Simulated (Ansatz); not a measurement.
# H2Br (doublet): the correlation ladder at distance H1–H2 along a hydrogen transfer = 1.090 Å, cc-pVDZ

How much of the correlation energy of H2Br (doublet) does each wave-function method recover here?

Computed with Ansatz 0.2.0, Gaussian basis. Level: cc-pVDZ, core rule «outside noble gas», up to 14 orbitals frozen.

Plan: UHF; CCSD(T) on ROHF; CCSD(T) on UHF; BCCD(T) on ROHF; CISD; CCSDT(Q) on ROHF; CCSDT(Q) on UHF; CCSDTQ on ROHF; CCSDTQ on UHF; CASSCF and MRCISD+Q, 3 electrons in 3 orbitals; CASSCF and NEVPT2, 3 electrons in 3 orbitals; CASSCF and MRCISD+Q, 9 electrons in 6 orbitals; CASSCF and NEVPT2, 9 electrons in 6 orbitals; Full CI.

## Step 1: The system

The geometry derives from fragments relaxed apart (PBE0/def2-TZVP) and kept rigid, so it is no stationary point. A hydrogen atom is moved between rigid fragments. No spin-orbit coupling is included. The filled d shell of Br may be among the frozen orbitals whatever the setting's name suggests; the logs give the count.

3 atoms, charge 0, spin multiplicity 2.

Atoms are counted from 1 here; the program's logs count them from 0.

Bond lengths: H2–Br3 1.789 Å.

Coordinates:

```
H     0.00000    0.00000   -1.32300
H     0.00000    0.00000   -0.23300
Br    0.00000    0.00000    1.55600
```

## Step 2: UHF

in.yaml reads:

```yaml
crystal:
  periodic: [false, false, false]
  atoms:
    - {symbol: H, position_ang: [0.000000, 0.000000, -1.323000]}
    - {symbol: H, position_ang: [0.000000, 0.000000, -0.233000]}
    - {symbol: Br, position_ang: [0.000000, 0.000000, 1.556000]}
basis:
  gaussian: {orbitals: cc-pVDZ}
magnetization: {spin_polarized: true, initial_magnetization: 1}
hamiltonian: {xc: hf}
output: {orbitals: {seedname: orbitals}}
```

On the command line:

```
$ ansatz run in.yaml --threads 1 --pin off --events-out ev --progress --plain --max-ram 4096MiB --backend cpu
```

The runs that follow: CCSD(T) on ROHF; CCSD(T) on UHF; BCCD(T) on ROHF; CISD; CCSDT(Q) on ROHF; CCSDT(Q) on UHF; CCSDTQ on ROHF; CCSDTQ on UHF; CASSCF and MRCISD+Q, 3 electrons in 3 orbitals; CASSCF and NEVPT2, 3 electrons in 3 orbitals; CASSCF and MRCISD+Q, 9 electrons in 6 orbitals; CASSCF and NEVPT2, 9 electrons in 6 orbitals; Full CI.

**Question.** What will the summary of the whole plan be? Wanted: FCI below the RHF energy; RMP2 from FCI; UMP2 from FCI; RCCSD from FCI; RCCSD(T) from FCI; UCCSD(T) from FCI; RCCSDT(Q) from FCI; UCCSDT(Q) from FCI; NEVPT2 pair from FCI.

**Answer**, as computed:

| quantity | value |
| --- | --- |
| FCI below the RHF energy | -4.6123 eV |
| RMP2 from FCI | +690.5 meV |
| UMP2 from FCI | +741.5 meV |
| RCCSD from FCI | +86.0 meV |
| RCCSD(T) from FCI | +17.4 meV |
| UCCSD(T) from FCI | +17.8 meV |
| RCCSDT(Q) from FCI | +0.5 meV |
| UCCSDT(Q) from FCI | -0.2 meV |
| NEVPT2 pair from FCI | +498.7 meV |
| NEVPT2 valence from FCI | +826.1 meV |
| MRCISD+Q valence from FCI | -3.1 meV |
| levels within 1 kcal/mol (43 meV) | RCCSD(T), UCCSD(T), BCCD(T), RCCSDT, UCCSDT, RCCSDT(Q), UCCSDT(Q), RCCSDTQ, UCCSDTQ, MRCISD+Q valence |
| T1 diagnostic | 0.027 |
| effectively unpaired electrons | 1.05 |

What this shows: RCCSD(T) misses by +17.4 meV, 0.4 % of the correlation energy. MRCISD+Q valence falls below full CI: the +Q correction isn't variational, and the cores differ from full CI's. One determinant dominates. Of the multireference levels listed MRCISD+Q valence comes nearest in total energy (-3.1 meV), which doesn't show that its space is the better one. These misses are within one basis, not against nature; the frozen cores of restricted and unrestricted runs differ, which can shift their rows.
